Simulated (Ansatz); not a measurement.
**Br2H2HfO2: from a rough start to a minimum**

The task is to find a stationary geometry of Br2H2HfO2, then compute its harmonic vibrations to see whether it is a minimum and to get the zero-point energy and entropy, and look at its orbitals and charge.

Computed with Ansatz 0.2.0, Gaussian basis. Level: RKS PBE0-D4/def2-TZVP.

Levels to be run: relaxation at PBE0-D4/def2-TZVP; harmonic vibrations at the same level; a single point in def2-TZVPP for the fields.

## Step 1: Starting geometry

SMILES `[OH][Hf]([OH])([Br])[Br]`, 7 atoms, charge 0, spin multiplicity 1.

Atoms are counted from 1 here; the program's logs count them from 0.

Bond lengths: O1–Hf2 1.851 Å, O1–H6 0.959 Å, Hf2–O3 1.852 Å, Hf2–Br4 2.448 Å, Hf2–Br5 2.449 Å, O3–H7 0.959 Å. Angles: Hf2–O1–H6 136.6°, O1–Hf2–O3 111.0°, O1–Hf2–Br4 109.0°, O1–Hf2–Br5 112.9°, O3–Hf2–Br4 113.4°, O3–Hf2–Br5 108.3°, Br4–Hf2–Br5 102.0°, Hf2–O3–H7 135.0°.

As a file:

```xyz
7
Br2H2HfO2
O    -1.19780    1.09491    0.31543
Hf   -0.03621   -0.17432   -0.36683
O     1.28875   -0.58750    0.85900
Br   -1.32581   -2.12286   -1.09776
Br    1.03760    0.53788   -2.44920
H    -1.50668    1.36077    1.18313
H     1.74016   -0.10887    1.55623
```

The start is a GFN2-xTB geometry. Hf takes the def2 core potential; no spin-orbit term is included.

## Step 2: Optimising with PBE0-D4/def2-TZVP

Input file in.yaml:

```yaml
crystal:
  periodic: [false, false, false]
  atoms:
    - {symbol: O, position_ang: [-1.197800, 1.094910, 0.315430]}
    - {symbol: Hf, position_ang: [-0.036210, -0.174320, -0.366830]}
    - {symbol: O, position_ang: [1.288750, -0.587500, 0.859000]}
    - {symbol: Br, position_ang: [-1.325810, -2.122860, -1.097760]}
    - {symbol: Br, position_ang: [1.037600, 0.537880, -2.449200]}
    - {symbol: H, position_ang: [-1.506680, 1.360770, 1.183130]}
    - {symbol: H, position_ang: [1.740160, -0.108870, 1.556230]}
basis:
  gaussian: {orbitals: def2-TZVP}
hamiltonian: {xc: pbe0, dispersion: d4}
relax: {f_tol: 0.005, max_steps: 150}
```

Launch:

```
> ansatz run in.yaml --threads 4 --pin off --events-out ev --progress --plain --max-ram 11315MiB
```

After this run come: Vibrations by finite differences; Fields at the relaxed geometry.

Before running them: what should the planned runs give, taken together? Wanted: point group; shift from the start; total energy; dispersion term; dipole moment; lowest, highest wavenumber; zero-point energy; HOMO, LUMO.

**Answer**, as computed:

| quantity | value |
| --- | --- |
| point group | C2v |
| steps | 11 |
| shift from the start (rms) | 0.339 Å |
| total energy | -145515.4425 eV |
| dispersion term | -164 meV |
| dipole moment | 4.00 D |
| lowest, highest wavenumber | 63, 4015 cm⁻¹ |
| zero-point energy | 16.5 kcal/mol |
| entropy at 298.15 K | 421.4 J/(mol K) |
| HOMO, LUMO | -8.28, -1.04 eV |

The relaxed geometry lies 0.34 Å (rms) from the start; the bond that changed most is Hf2–Br4, from 2.448 to 2.514 Å. All wavenumbers are real, so the end point is a minimum. The stiffest mode, 4015 cm⁻¹, is an O–H stretch, and 6 modes under 200 cm⁻¹ make the vibrational entropy uncertain. Harmonic hybrid wavenumbers usually lie a few per cent above measured fundamentals. The largest Mulliken charge, +1.43 e, sits on Hf2. The HOMO lies mostly on Br4, Br5 about 48 % each and the LUMO on Hf2 64 %; Br4, Br5 about 14 % each.
